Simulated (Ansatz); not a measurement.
# FeO: the cost of one run

Computed with Ansatz 0.2.0 (DFT PBE, PAW, plane waves, scalar-relativistic, unless a step's input says otherwise).

## (1) The starting structure

The structure is cubic, space group Fm-3m (No. 225). Conventional cell: a = 4.326 Å, b = 4.326 Å, c = 4.326 Å, α = 90.00°, β = 90.00°, γ = 90.00°. Fe (site symmetry m-3m) has 6 O at 2.16 Å as nearest neighbours. O (site symmetry m-3m) is surrounded by 6 Fe at 2.16 Å.

Coordinates:

```
CELL_PARAMETERS angstrom
0.00000 -2.16300 -2.16300
-4.32600 -2.16300 -2.16300
0.00000 2.16300 -2.16300
ATOMIC_POSITIONS crystal
Fe 0.00000 0.00000 0.00000
Fe 0.00000 0.50000 0.50000
O 0.50000 0.00000 0.50000
O 0.50000 0.50000 0.00000
```

In tables a label like O4 counts atoms in the order of input.yaml; a structure file may count by element.

Known so far: 8 plain starts ended in 3 states. The lowest came from “parallel moments, plain SCF [Fe1 4.00, Fe2 4.00 μB]”: ferromagnetic, site moments Fe1 3.45, Fe2 3.45, O3 0.32, O4 0.32 μB, total 8.00 μB per cell, no gap on the k-mesh, free energy -10094.2339 eV.

Runs to come: parallel moments, default search for lower states; opposed moments +-, default search for lower states; the moments typed in its input, symmetry off, plain SCF; the moments typed in its input, standard search for lower states.

A plain SCF has the search for lower states switched off and ends at the first converged state. The default search lets the program follow hints of a lower state (another filling of open shells, a soft direction), where it sees any. The standard and full searches may also try other magnetic orders and fillings, and need not reach the lowest state. With a search on, the program may also reshape the start on open shells. 

The total moment includes the space between the atomic spheres.

## (2) Parallel moments, default search for lower states

input.yaml reads:

```yaml
crystal:
  lattice:
    - [0.0, -2.163, -2.163]
    - [-4.326, -2.163, -2.163]
    - [0.0, 2.163, -2.163]
  atoms:
    - { symbol: Fe, position: [0.0, 0.0, 0.0], spin: 4.0 }
    - { symbol: Fe, position: [0.0, 0.5, 0.5], spin: 4.0 }
    - { symbol: O, position: [0.5, 0.0, 0.5] }
    - { symbol: O, position: [0.5, 0.5, 0.0] }
magnetization:
  spin_polarized: true
hamiltonian:
  xc: pbe
  pseudopotentials: { kind: paw }
basis:
  ecutwfc: 420
kpoints:
  mp_grid: { grid: [9, 6, 8] }
scf:
  occupations: { method: fermi_dirac, width: 0.03 }
output:
  forces: true
  stress: true
```

**Question.** How long does this run take on 2 threads of an x86-64 CPU, shared host, and how much memory does it need?

About 14 s, with a peak of 0.66 GiB.
